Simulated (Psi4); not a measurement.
# BGeH4 (SMILES [BH2][GeH2]): a chain of runs

Aim: a structure relaxation (UPBEh-3c/def2-mSVP), then vibrational wavenumbers, then the energy (USCS-MP2/aug-cc-pVDZ) of BGeH4. Input form: a Python script.

The calculation is run with Psi4 1.11.

**1. The structure to begin with**

The species is BGeH4 (6 atoms), meant as a doublet with charge 0. SMILES: `[BH2][GeH2]`. Geometry: a GFN2-xTB (4 decimals) relaxation, a rough one for these elements and not checked as a minimum. The run starts from this shape.

Bond lengths: B1–Ge2 1.922 Å, B1–H3 1.170 Å, B1–H4 1.169 Å, Ge2–H5 1.528 Å, Ge2–H6 1.528 Å. Angles: B1–Ge2–H5 129.8°, B1–Ge2–H6 129.7°, Ge2–B1–H3 119.3°, Ge2–B1–H4 119.1°, H5–Ge2–H6 100.4°, H3–B1–H4 121.6°.

**2. A geometry optimisation at UPBEh-3c/def2-mSVP (density fitting) (run 1)**

bgeh4.sdf reads:

```

     RDKit          3D

  6  5  0  0  0  0  0  0  0  0999 V2000
   -0.0128   -1.0896    0.1248 B   0  0  0  0  0  0  0  0  0  0  0  0
    0.0127    0.8201   -0.0904 Ge  0  0  0  0  0  3  0  0  0  0  0  0
   -0.7746   -1.5706    0.8706 H   0  0  0  0  0  0  0  0  0  0  0  0
    0.7405   -1.7414   -0.4877 H   0  0  0  0  0  0  0  0  0  0  0  0
    0.8917    1.6925   -0.9859 H   0  0  0  0  0  0  0  0  0  0  0  0
   -0.8575    1.8890    0.5687 H   0  0  0  0  0  0  0  0  0  0  0  0
  2  1  1  0
  3  1  1  0
  4  1  1  0
  5  2  1  0
  6  2  1  0
M  RAD  1   2   2
M  END
$$$$
```

bgeh4.py reads:

```python
import psi4
from rdkit import Chem

psi4.set_memory('1600 MB')
psi4.set_num_threads(1)
psi4.core.set_output_file('run.log', False)

rd = Chem.SDMolSupplier('bgeh4.sdf', removeHs=False, sanitize=False)[0]
xyz = rd.GetConformer().GetPositions()
atoms = '\n'.join(f'{a.GetSymbol()} {x:.4f} {y:.4f} {z:.4f}' for a, (x, y, z) in zip(rd.GetAtoms(), xyz))
mol = psi4.geometry('0 2\n' + atoms + '')

psi4.set_options({
    'reference': 'uks',
    'geom_maxiter': 60,
})

E, wfn = psi4.optimize('PBEH-3C', molecule=mol, return_wfn=True)
print(f'PBEH-3C energy: {E:.10f} Eh')
print(mol.to_string(dtype='xyz', units='Angstrom'))
```

Started as:

```console
$ python bgeh4.py
```

run.log:

```text
[...]
  Running in c1 symmetry.
[...]
  Nuclear repulsion =   86.055059015500291
[...]
  Multiplicity = 2
[...]
  Nalpha       = 21
  Nbeta        = 20
[...]
    Number of basis functions: 55
[...]
   @DF-UKS iter   1: -2101.85024258715384   -2.55416e+00   4.09624e-02 ADIIS/DIIS
[...]
   @DF-UKS iter   8: -2103.10551027414249   -2.72848e-12   4.74065e-09 DIIS
[...]
   @S^2 Observed:                7.534572800E-01
[...]
  @DF-UKS Final Energy: -2103.10551027414249
   => Energetics <=
    Nuclear Repulsion Energy =             84.5866658507277123
    One-Electron Energy =               -3098.1294274237652644
    Two-Electron Energy =                 959.4622321112354939
    DFT Exchange-Correlation Energy =     -49.0314504933753170
    Empirical Dispersion Energy =           0.0064696810351907
    VV10 Nonlocal Energy =                  0.0000000000000000
    Total Energy =                      -2103.1055102741424889
[...]
 Multipole Moments:
 ------------------------------------------------------------------------------------
     Multipole            Electronic (a.u.)      Nuclear  (a.u.)        Total (a.u.)
 ------------------------------------------------------------------------------------
 L = 1.  Multiply by 2.5417464519 to convert [e a0] to [Debye]
 Dipole X            :          0.0353690           -0.0317851            0.0035839
 Dipole Y            :          3.4901279           -3.1364166            0.3537114
 Dipole Z            :         -0.4032643            0.3624010           -0.0408632
 Magnitude           :                                                    0.3560820
[...]
  -Total Gradient:
     Atom            X                  Y                   Z
    ------   -----------------  -----------------  -----------------
       1       -0.000007585498    -0.000104209208     0.000003879413
       2       -0.000000589983     0.000029965507    -0.000002268664
       3       -0.000001386059     0.000052436883     0.000003566290
       4        0.000008082252     0.000051405789    -0.000009122209
       5        0.000001348913    -0.000003647988     0.000002023121
       6        0.000000378328    -0.000003459510    -0.000000662216
[...]
```

On the terminal:

```text
Some dependencies such as QCElemental have not yet finished migration to pydantic v2. If issues are encountered please downgrade pydantic or upgrade QCElemental as appropriate
Optimizer: Optimization complete!
PBEH-3C energy: -2103.1055102741 Eh
6
0 2 BGeH4
B                    -0.017168524413    -1.679985695883     0.194011337026
Ge                    0.002866535076     0.280832895152    -0.032434184409
H                    -0.791074170936    -2.181058632311     0.947115361958
H                     0.744872792303    -2.354962779278    -0.423134119985
H                     0.939634924608     1.039718172492    -0.959623670345
H                    -0.916139988405     1.249858901196     0.695254017958
```

It took 30 s on 1 thread of Intel Xeon Platinum 8488C (Sapphire Rapids), shared host; peak memory 0.45 GiB.

The path in brief:

```csv
step,energy from the first frame kept (eV),largest force (eV/Å)
0,0.0000,1.5781
1,-0.0730,0.3444
2,-0.0845,0.0455
3,-0.0852,0.0353
4,-0.0853,0.0235
5,-0.0853,0.0054
```

After the run. Bond lengths: B1–Ge2 1.974 Å, B1–H3 1.190 Å, B1–H4 1.190 Å, Ge2–H5 1.521 Å, Ge2–H6 1.521 Å. Angles: B1–Ge2–H5 124.9°, B1–Ge2–H6 124.9°, Ge2–B1–H3 119.8°, Ge2–B1–H4 119.8°, H5–Ge2–H6 110.2°, H3–B1–H4 120.4°.

**3. The harmonic vibrations at UPBEh-3c/def2-mSVP (density fitting) (run 2)**

bgeh4.xyz reads:

```xyz
6
BGeH4
B     -0.008199    -1.130327     0.133951
Ge     0.011836     0.830492    -0.092495
H     -0.782104    -1.631400     0.887055
H      0.753843    -1.805304    -0.483195
H      0.948605     1.589377    -1.019684
H     -0.907170     1.799518     0.635194
```

run.py reads:

```python
import psi4

psi4.set_memory('1600 MB')
psi4.set_num_threads(1)
psi4.set_output_file('run.log', False)

with open('bgeh4.xyz') as f:
    atoms = ''.join(f.readlines()[2:])
mol = psi4.geometry('0 2\n' + atoms + 'symmetry c1')

psi4.set_options({
    'reference': 'uks',
    't': 298.15,
    'rotational_symmetry_number': 2,
})

E, wfn = psi4.frequency('pbeh-3c', return_wfn=True)
print(f'total energy {E:.8f} hartree = {E * 27.211386:.5f} eV')
print('wavenumbers / cm^-1:', wfn.frequencies().np.round(1))
```

Started as:

```console
$ python run.py
```

run.log:

```text
[...]
  Running in c1 symmetry.
[...]
  Nuclear repulsion =   84.586825704538342
[...]
  Multiplicity = 2
[...]
  Nalpha       = 21
  Nbeta        = 20
[...]
    Number of basis functions: 55
[...]
   @DF-UKS iter   1: -2101.85454844728383   -2.60804e+00   4.09415e-02 ADIIS/DIIS
[...]
   @DF-UKS iter  12: -2103.10550942974169    1.36424e-12   3.71119e-09 DIIS
[...]
   @S^2 Observed:                7.534546145E-01
[...]
  @DF-UKS Final Energy: -2103.10550942974169
   => Energetics <=
    Nuclear Repulsion Energy =             84.6020283180095163
    One-Electron Energy =               -3098.1606595428634137
    Two-Electron Energy =                 959.4783858371712313
    DFT Exchange-Correlation Energy =     -49.0317246669894757
    Empirical Dispersion Energy =           0.0064606249305284
    VV10 Nonlocal Energy =                  0.0000000000000000
    Total Energy =                      -2103.1055094297416872
[...]
  -Total Gradient:
     Atom            X                  Y                   Z
    ------   -----------------  -----------------  -----------------
       1       -0.000000901639    -0.000115458077    -0.000000967796
       2        0.000049520701     0.000371035625    -0.000083719497
       3        0.000002863856     0.000056555565     0.000010685488
       4        0.000002933272     0.000050305387    -0.000015730412
       5       -0.000270561229    -0.000170148943     0.000274443406
       6        0.000216411747    -0.000169745985    -0.000187317724
[...]
  ==> Harmonic Vibrational Analysis <==
[...]
  Freq [cm^-1]                 336.1425            408.7580            416.1353
[...]
  IR activ [km/mol]             0.8164              9.8183              0.0000
[...]
  Freq [cm^-1]                 646.6064            759.3671            841.5610
[...]
  IR activ [km/mol]             5.6368             18.6964              9.1739
[...]
  Freq [cm^-1]                 905.8724           1190.7141           2242.0930
[...]
  IR activ [km/mol]            53.0180             24.2145             51.8584
[...]
  Freq [cm^-1]                2253.8566           2673.0749           2774.7289
[...]
  IR activ [km/mol]            117.5266            101.2126            79.4655
[...]
  Total E_0, Enthalpy at 0 [K]                                                        -2103.07031507 [Eh]
[...]
  Total H, Enthalpy at  298.15 [K]                                                    -2103.06520163 [Eh]
[...]
  Total G, Gibbs energy at  298.15 [K]                                                -2103.09587574 [Eh]
[...]
```

On the terminal:

```text
Warning: used thermodynamics relations inappropriate for low-frequency modes: ['336.1425' '408.7580' '416.1353']
total energy -2103.10551027 hartree = -57228.41584 eV
wavenumbers / cm^-1: [ 336.1  408.8  416.1  646.6  759.4  841.6  905.9 1190.7 2242.1 2253.9
 2673.1 2774.7]
```

Wall time 2.7 min (1 thread of Intel Xeon Platinum 8488C (Sapphire Rapids), shared host); peak memory 0.47 GiB.

**4. The energy at USCS-MP2/aug-cc-pVDZ (density fitting) (run 3)**

run.py reads:

```python
import psi4

psi4.set_memory(1600000000)
psi4.set_num_threads(1)
psi4.set_output_file('output.dat', False)

geom = psi4.geometry("""
0 2
B     -0.008199    -1.130327     0.133951
Ge     0.011836     0.830492    -0.092495
H     -0.782104    -1.631400     0.887055
H      0.753843    -1.805304    -0.483195
H      0.948605     1.589377    -1.019684
H     -0.907170     1.799518     0.635194
""")

psi4.set_options({
    'reference': 'uhf',
    'freeze_core': True,
})

e_tot, wfn = psi4.energy('scs-mp2/aug-cc-pVDZ', molecule=geom, return_wfn=True)
print(f'scs-mp2/aug-cc-pVDZ energy: {e_tot:.10f} Eh')
```

Started as:

```console
$ python run.py
```

output.dat:

```text
[...]
  Running in c1 symmetry.
[...]
  Nuclear repulsion =   84.586653078985648
[...]
  Multiplicity = 2
[...]
  Nalpha       = 21
  Nbeta        = 20
[...]
    Number of basis functions: 95
[...]
   @UHF iter   1: -2101.68436971466235   -4.09587e+00   1.17689e-02 DIIS/ADIIS
[...]
   @UHF iter  13: -2102.28965619560677   -3.63798e-12   3.58697e-09 DIIS
[...]
   @S^2 Observed:                7.610317782E-01
[...]
    Orbital Energies [Eh]
    ---------------------
    Alpha Occupied:
       1A   -405.287873     2A    -52.190562     3A    -46.281894
       4A    -46.278453     5A    -46.277783     6A     -7.621601
       7A     -7.209493     8A     -5.189485     9A     -5.181658
      10A     -5.180227    11A     -1.652591    12A     -1.649909
      13A     -1.648416    14A     -1.646873    15A     -1.644303
      16A     -0.769312    17A     -0.651761    18A     -0.515070
      19A     -0.465054    20A     -0.434683    21A     -0.301301
    Alpha Virtual:
      22A      0.041508    23A      0.045499    24A      0.046976
      25A      0.051635    26A      0.069372    27A      0.070306
[...]
  @UHF Final Energy: -2102.28965619560677
   => Energetics <=
    Nuclear Repulsion Energy =             84.5866530789856483
    One-Electron Energy =               -3097.9917156321862421
    Two-Electron Energy =                 911.1154063575937698
    Total Energy =                      -2102.2896561956067671
  UHF NO Occupations:
  HONO-2 :   19  A 1.9994186
  HONO-1 :   20  A 1.9958087
[...]
 Multipole Moments:
 ------------------------------------------------------------------------------------
     Multipole            Electronic (a.u.)      Nuclear  (a.u.)        Total (a.u.)
 ------------------------------------------------------------------------------------
 L = 1.  Multiply by 2.5417464519 to convert [e a0] to [Debye]
 Dipole X            :          0.0339778           -0.0317825            0.0021953
 Dipole Y            :          3.3549539           -3.1364176            0.2185363
 Dipole Z            :         -0.3876560            0.3624027           -0.0252533
 Magnitude           :                                                    0.2200015
[...]
	SCS-MP2 Total Energy (a.u.)        : -2102.49636019152877
	SOS-MP2 Total Energy (a.u.)        : -2102.48345277936642
	SCSN-MP2 Total Energy (a.u.)       : -2102.35780733182492
[...]
	SOS-PI-MP2 Total Energy (a.u.)     : -2102.51575220999302
[...]
	MP2 Total Energy (a.u.)            : -2102.48987558522776
[...]
```

Standard output:

```text
scs-mp2/aug-cc-pVDZ energy: -2102.4963601915 Eh
```

Run time: 14 s. Hardware: 1 thread of Intel Xeon Platinum 8488C (Sapphire Rapids), shared host; peak memory 0.54 GiB.

**5. Results**

```
                                                                               quantity             value
                                     run 1, UPBEh-3c/def2-mSVP: total energy at the end    -2103.10551 Eh
                                               run 1, UPBEh-3c/def2-mSVP: dipole moment            0.91 D
                          run 1, UPBEh-3c/def2-mSVP: HOMO energy (highest over α and β)          -6.94 eV
                           run 1, UPBEh-3c/def2-mSVP: LUMO energy (lowest over α and β)          -2.80 eV
                                                        run 1, UPBEh-3c/def2-mSVP: ⟨S²⟩             0.753
                                  run 2, UPBEh-3c/def2-mSVP: lowest harmonic wavenumber          336 cm⁻¹
                                 run 2, UPBEh-3c/def2-mSVP: highest harmonic wavenumber         2775 cm⁻¹
                                           run 2, UPBEh-3c/def2-mSVP: zero-point energy       92.4 kJ/mol
   run 2, UPBEh-3c/def2-mSVP: ideal-gas entropy at 298.15 K (symmetry number 2 as used)  64.6 cal/(mol K)
                                              run 3, USCS-MP2/aug-cc-pVDZ: total energy    -2102.49636 Eh
run 3, USCS-MP2/aug-cc-pVDZ: HOMO energy (Hartree–Fock orbitals) (highest over α and β)          -8.20 eV
 run 3, USCS-MP2/aug-cc-pVDZ: LUMO energy (Hartree–Fock orbitals) (lowest over α and β)           0.06 eV
              run 3, USCS-MP2/aug-cc-pVDZ: correlation energy (10 core orbitals frozen)        -206.7 mEh
                         run 3, USCS-MP2/aug-cc-pVDZ: ⟨S²⟩ of the reference determinant             0.761
```

In words: The optimisation (run 1, UPBEh-3c/def2-mSVP) took 6 steps and changed the energy by -0.085 eV. All 12 modes (run 2, UPBEh-3c/def2-mSVP) are real, so the shape is a minimum at this level.
